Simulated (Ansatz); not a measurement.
# ZrHO+ (triplet): from Hartree-Fock to the top rungs, def2-TZVPP

An exercise on one series of results from a longer session: the logs are not shown, and one member is left open.

Method: def2-TZVPP, core rule «outside noble gas», up to 5 orbitals frozen; program: Ansatz 0.2.0, Gaussian basis.

Plan: UHF; ROHF; CCSD(T) on UHF.

2 further runs of the same task are left out: 2 set aside as unsound or not needed.

## The system

The geometry is a PBE0/def2-TZVP stationary point (not a proven minimum) of the parent state, kept for this charge and spin. No spin-orbit coupling is included. Elements past krypton take def2 core potentials.

3 atoms, charge 1, spin multiplicity 3.

Atoms are counted from 1 here; the program's logs count them from 0.

Bond lengths: Zr1–O2 1.796 Å, O2–H3 0.968 Å. Angles: Zr1–O2–H3 180.0°.

Set-up of the first run:

File in.yaml:

```yaml
crystal:
  periodic: [false, false, false]
  atoms:
    - {symbol: Zr, position_ang: [0.000000, 0.000000, 1.520100]}
    - {symbol: O, position_ang: [0.000000, 0.000000, -0.275900]}
    - {symbol: H, position_ang: [0.000000, 0.000000, -1.244200]}
basis:
  gaussian: {orbitals: def2-TZVPP}
total_charge: 1
magnetization: {spin_polarized: true, initial_magnetization: 2}
hamiltonian: {xc: hf}
output: {orbitals: {seedname: orbitals}}
```

On the command line:

```console
$ ansatz run in.yaml --threads 1 --pin off --events-out ev --progress --plain --max-ram 4096MiB --backend cpu
```

Among the steps run: UHF; ROHF; CCSD(T) on UHF.

One of the session's tables, all rows but one given; the rest of the session is left out.

It belongs to the step «Misses and costs». 

```
  method  from UCCSD(T) (meV)
    ROHF              +8414.9
     UHF                    ?
    UMP2               +368.9
   UCCSD               +351.8
UCCSD(T)                    0
```

**Question.** Estimate the row for UHF.

**Answer.** from UCCSD(T) (meV): +8310.0. In the column «from UCCSD(T) (meV)» it lies between UMP2 (+368.9) and ROHF (+8414.9).
